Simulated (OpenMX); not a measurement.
Runs of OpenMX 3.8.5 on Hf2Pd2Se2Br2O3. Symmetry: P6mm, No. 183, hexagonal system. Conventional cell: a = 5.759 Å, b = 5.759 Å, c = 8.525 Å, α = 90.00°, β = 90.00°, γ = 120.00°. Around Hf (site symmetry 3m) lie 3 O at 1.92 Å. Pd (site symmetry 3m) has 1 Se at 2.33 Å as nearest neighbours. Se (site symmetry 3m) has 1 Pd at 2.33 Å and 1 Hf at 2.67 Å as nearest neighbours. Around Br (site symmetry 6mm) lie 6 Pd at 3.33 Å and 6 O at 3.80 Å. Br (site symmetry 6mm) is surrounded by 6 O at 3.46 Å and 6 Hf at 3.46 Å and 6 Se at 3.74 Å. O (site symmetry 2mm) has 2 Hf at 1.92 Å as nearest neighbours. The cell was built by a generator and needn't be a form met in nature.

```tsv
task	level	potentials or basis	spin	k mesh	SCF threshold	max SCF cycles	grid points, held for all volumes	pressure (GPa)	largest force (eV/Å)
band structure	LDA	OpenMX 2013 LDA set, Hf7.0-s3p2d2f1, Pd7.0-s3p2d2, Se7.0-s3p2d2, Br7.0-s3p2d2, O6.0-s2p2d1, grid cutoff 400 Ry	off	7 × 7 × 3	1e-08 Ha	100	-	(b)	1.03
band structure	PBE	OpenMX 2013 PBE set, Hf7.0-s3p2d2f1, Pd7.0-s3p2d2, Se7.0-s3p2d2, Br7.0-s3p2d2, O6.0-s2p2d1, grid cutoff 400 Ry	non-collinear, zero start, SOC	5 × 5 × 3	1e-07 Ha	100	-	-	(a)
band structure	PBE	OpenMX 2013 PBE set, Hf7.0-s3p2d2f1, Pd7.0-s3p2d2, Se7.0-s3p2d2, Br7.0-s3p2d2, O6.0-s2p2d1, grid cutoff 400 Ry	off	7 × 7 × 3	1e-08 Ha	100	-	-0.2	0.70
band structure	PBE	OpenMX 2013 PBE set, Hf7.0-s3p2d2, Pd7.0-s3p2d1, Se7.0-s3p2d1, Br7.0-s3p2d1, O6.0-s2p2, grid cutoff 400 Ry	off	7 × 7 × 3	1e-08 Ha	100	-	1.0	1.24
```

Alike in all rows: cell as given; smearing fermi-dirac 0.05 eV.

Estimate the missing entries.

(a) 0.77; (b) -6.3.

Caveats: the basis of atomic orbitals isn't converged, which shifts pressures, moduli and gaps; forces of over 1 eV/Å show positions far from the minimum, so gaps and moduli don't describe the material at rest (some runs); total energies with and without spin-orbit coupling shouldn't be compared in this program (some runs).

Not every run made on this cell is shown here.
